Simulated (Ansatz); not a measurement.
**AlGeH4Cl (SMILES [Cl][AlH][GeH3]) at 6 levels**

We compute a comparison of 6 runs (HF/STO-3G, B2PLYP/def2-SVP, B3LYP/def2-SVP, BHLYP/def2-SVP, PBE-QIDH/def2-SVP, wB97X/def2-SVP) of AlGeH4Cl. 

The calculation is run with Ansatz 0.2.0.

66 further runs of the same task are left out: 66 set aside as unsound or not needed. Runs told in other sessions of the task aren't counted.

### Step 1. The molecule

AlGeH4Cl has 7 atoms, charge 0, and is taken as a singlet. As SMILES, `[Cl][AlH][GeH3]`. One bond was lengthened or shortened from a relaxed shape.

Bond lengths: Cl1–Al2 2.102 Å, Al2–Ge3 2.838 Å, Al2–H4 1.580 Å, Ge3–H5 1.540 Å, Ge3–H6 1.540 Å, Ge3–H7 1.540 Å. Angles: Cl1–Al2–Ge3 116.8°, Cl1–Al2–H4 116.5°, Ge3–Al2–H4 126.7°, Al2–Ge3–H5 111.0°, Al2–Ge3–H6 111.0°, Al2–Ge3–H7 112.3°, H5–Ge3–H6 107.2°, H5–Ge3–H7 107.6°, H6–Ge3–H7 107.6°.

### Step 2. A single-point energy at HF/STO-3G (run 1)

Input file input.yaml:

```yaml
basis:
  gaussian: {orbitals: STO-3G}
crystal:
  periodic: [false, false, false]
  atoms:
    - symbol: Cl
      position_ang: [-2.638288, -1.868407, -0.091227]
    - symbol: Al
      position_ang: [-0.564388, -1.655907, 0.180173]
    - symbol: Ge
      position_ang: [0.501100, 0.959800, -0.093300]
    - symbol: H
      position_ang: [0.240512, -2.973207, 0.515673]
    - symbol: H
      position_ang: [0.225700, 1.522500, -1.499900]
    - symbol: H
      position_ang: [-0.144000, 1.926400, 0.916800]
    - symbol: H
      position_ang: [2.023700, 0.997300, 0.133100]
total_charge: 0
hamiltonian: {xc: hf}
accuracy: high
output: {orbitals: {seedname: orbitals}}
```

The run is started by

```bash
$ ansatz run input.yaml --threads 1 --pin off --max-ram 2610MiB --events-out events.jsonl --progress --plain --runs-dir runs
```

Standard output:

```text
Warning: RAYON_NUM_THREADS=1 ignored (pool sized by the plan → 1); use --threads N
Functional definition: HF
  name "HF"
  exchange = exact_x
  correlation = 0
652 factors; integrals over basis functions are off by at most 2.1e-8 eV
mean field evaluation 1: about -74768.4031 eV, gradient 1.7e1 eV
mean field evaluation 2: about -74768.4102 eV, gradient 1.7e1 eV
mean field evaluation 4: about -74769.9319 eV, gradient 1.0e0 eV
mean field evaluation 8: about -74769.9382 eV, gradient 5.0e-6 eV
mean field -74769.93824113 eV, -2747.7445494773 hartree, gradient 9.4e-8 eV, S^2 0.000000; 0 other end points of the search recorded, 0 dependent functions left out
reference -74769.93824113 eV, -2747.7445494773 hartree; 33, 33 occupied and 7, 7 virtual orbitals, 652 factors
Total energy: -74769.93824113 eV, -2747.7445494773 hartree
```

Wall time 0.48 s (1 thread of Arm Neoverse V1, shared host).

### Step 3. The energy at B2PLYP/def2-SVP (run 2)

Input file input.yaml:

```yaml
crystal:
  periodic: [false, false, false]
  atoms:
    - {symbol: Cl, position_ang: [-2.638288, -1.868407, -0.091227]}
    - {symbol: Al, position_ang: [-0.564388, -1.655907, 0.180173]}
    - {symbol: Ge, position_ang: [0.501100, 0.959800, -0.093300]}
    - {symbol: H, position_ang: [0.240512, -2.973207, 0.515673]}
    - {symbol: H, position_ang: [0.225700, 1.522500, -1.499900]}
    - {symbol: H, position_ang: [-0.144000, 1.926400, 0.916800]}
    - {symbol: H, position_ang: [2.023700, 0.997300, 0.133100]}
basis:
  gaussian:
    orbitals: def2-SVP
accuracy: high
correlation:
  frozen_orbitals: {Al: 5, Cl: 5, Ge: 9, H: 0}
hamiltonian:
  xc: {name: B2PLYP}
output: {orbitals: {seedname: orbitals}}
```

The run is started by

```bash
$ ansatz run input.yaml --threads 1 --pin off --max-ram 2610MiB --events-out events.jsonl --progress --plain --runs-dir runs
```

Standard output:

```text
Warning: RAYON_NUM_THREADS=1 ignored (pool sized by the plan → 1); use --threads N
Functional definition: B2PLYP
  name "B2PLYP"
  parameter a = 0.53
  parameter c = 0.27
  exchange = (1 - a)*b88_x + a*exact_x
  correlation = (1 - c)*lyp_c + c*(mp2_os + mp2_ss)
1749 factors; integrals over basis functions are off by at most 6.3e-9 eV
mean field evaluation 1: about -75668.6677 eV, gradient 1.5e1 eV
mean field evaluation 2: about -75668.8079 eV, gradient 1.5e1 eV
mean field evaluation 4: about -75669.4947 eV, gradient 1.1e0 eV
mean field evaluation 8: about -75669.5025 eV, gradient 2.3e-2 eV
mean field evaluation 16: about -75669.5025 eV, gradient 6.6e-6 eV
mean field -75669.50247511 eV, -2780.8029253293 hartree, gradient 1.6e-8 eV, S^2 0.000000; 0 other end points of the search recorded, 0 dependent functions left out
19 core orbitals not correlated: weight in the atoms' cores, before any rotation towards them, 1.000 or more for the frozen orbitals, at most 0.000 for the correlated occupied ones
reference -75669.50250282 eV, -2780.8029263477 hartree; 14, 14 occupied and 55, 55 virtual orbitals, 1749 factors
second order -14.24466617 eV of doubles, -0.00000000 eV of singles
Total energy: -75673.34856269 eV, -2780.9442664409 hartree
```

Wall time 14 s (1 thread of Arm Neoverse V1, shared host); peak memory 0.3 GiB.

Runs 3 to 5 aren't shown in full; the table further down has their settings and results.

### Step 4. A single-point energy at wB97X/def2-SVP (run 6)

Input file molecule.yaml:

```yaml
crystal:
  periodic: [false, false, false]
  atoms:
    - {symbol: Cl, position_ang: [-2.638288, -1.868407, -0.091227]}
    - {symbol: Al, position_ang: [-0.564388, -1.655907, 0.180173]}
    - {symbol: Ge, position_ang: [0.501100, 0.959800, -0.093300]}
    - {symbol: H, position_ang: [0.240512, -2.973207, 0.515673]}
    - {symbol: H, position_ang: [0.225700, 1.522500, -1.499900]}
    - {symbol: H, position_ang: [-0.144000, 1.926400, 0.916800]}
    - {symbol: H, position_ang: [2.023700, 0.997300, 0.133100]}
basis:
  gaussian: {orbitals: def2-SVP}
hamiltonian: {xc: {name: wB97X}}
accuracy: high
output: {orbitals: {seedname: orbitals}}
```

The run is started by

```bash
$ ansatz run molecule.yaml --threads 1 --pin off --max-ram 2610MiB --events-out events.jsonl --progress --plain --runs-dir runs
```

Standard output:

```text
Warning: RAYON_NUM_THREADS=1 ignored (pool sized by the plan → 1); use --threads N
Functional definition: wB97X
  name "wB97X"
  parameter omega = 0.3/bohr
  parameter cx = 0.157706
  parameter cx1 = 0.726479
  parameter cx2 = 1.04760
  parameter cx3 = -5.70635
  parameter cx4 = 13.2794
  parameter css1 = -4.33879
  parameter css2 = 18.2308
  parameter css3 = -31.7430
  parameter css4 = 17.2901
  parameter cos1 = 2.37031
  parameter cos2 = -11.3995
  parameter cos3 = 6.58405
  parameter cos4 = -3.78132
  exchange = spin_sum(e_x_unif_sr(omega)*poly(b97_u_x, 1 - cx, cx1, cx2, cx3, cx4)) + cx*exact_x_sr(omega)
      + exact_x_lr(omega)
  correlation = spin_sum(e_c_pw_same_spin*poly(b97_u_same, 1, css1, css2, css3, css4))
      + integral(e_c_pw_opposite_spin*poly(b97_u_opposite, 1, cos1, cos2, cos3, cos4))
1749 factors; integrals over basis functions are off by at most 6.3e-9 eV
398 factors; integrals over basis functions are off by at most 2.6e-9 eV
mean field evaluation 1: about -75691.1423 eV, gradient 1.8e1 eV
mean field evaluation 2: about -75691.7876 eV, gradient 1.3e1 eV
mean field evaluation 4: about -75692.0620 eV, gradient 8.8e-1 eV
mean field evaluation 8: about -75692.1141 eV, gradient 3.5e-2 eV
mean field evaluation 16: about -75692.1142 eV, gradient 1.7e-5 eV
mean field -75692.11415206 eV, -2781.6338891303 hartree, gradient 6.0e-8 eV, S^2 0.000000; 0 other end points of the search recorded, 0 dependent functions left out
reference -75692.11414872 eV, -2781.6338890078 hartree; 33, 33 occupied and 55, 55 virtual orbitals, 1749 factors
Total energy: -75692.11414872 eV, -2781.6338890078 hartree
```

Wall time 34 s (1 thread of Arm Neoverse V1, shared host); peak memory 0.54 GiB.

### Step 5. The series

| run | level | frozen core orbitals | energy (Eh) | HOMO energy (eV) | LUMO energy (eV) | HOMO–LUMO gap (eV) | wall time |
| --- | --- | --- | --- | --- | --- | --- | --- |
| 1 | HF/STO-3G | – | -2747.744549 | -7.17 | 6.46 | 13.63 | 0.48 s |
| 2 | B2PLYP/def2-SVP | 19 | -2780.944266 | -8.12 | -0.80 | 7.32 | 14 s |
| 3 | B3LYP/def2-SVP | – | -2781.683190 | -7.09 | -2.01 | 5.08 | 9 s |
| 4 | BHLYP/def2-SVP | – | -2781.577522 | -8.19 | -1.06 | 7.13 | 11 s |
| 5 | PBE-QIDH/def2-SVP | 19 | -2780.531462 | -8.90 | -0.40 | 8.50 | 13 s |
| 6 | wB97X/def2-SVP | – | -2781.633889 | -9.45 | 0.05 | 9.50 | 34 s |

### Step 6. What came out

| quantity | value |
| --- | --- |
| run 6: total energy | -2781.63389 Eh |
| run 6: HOMO energy | -9.45 eV |
| run 6: LUMO energy | 0.05 eV |
| run 6: HOMO–LUMO gap | 9.50 eV |

In words: The HOMO–LUMO gap runs from 5.08 eV (B3LYP/def2-SVP) to 13.63 eV (HF/STO-3G). The two ends differ in method and basis. Totals of different functionals can't be ranked against each other. In run 1 the basis is minimal, so the values are rough. All runs together took 82 s, the longest 34 s.
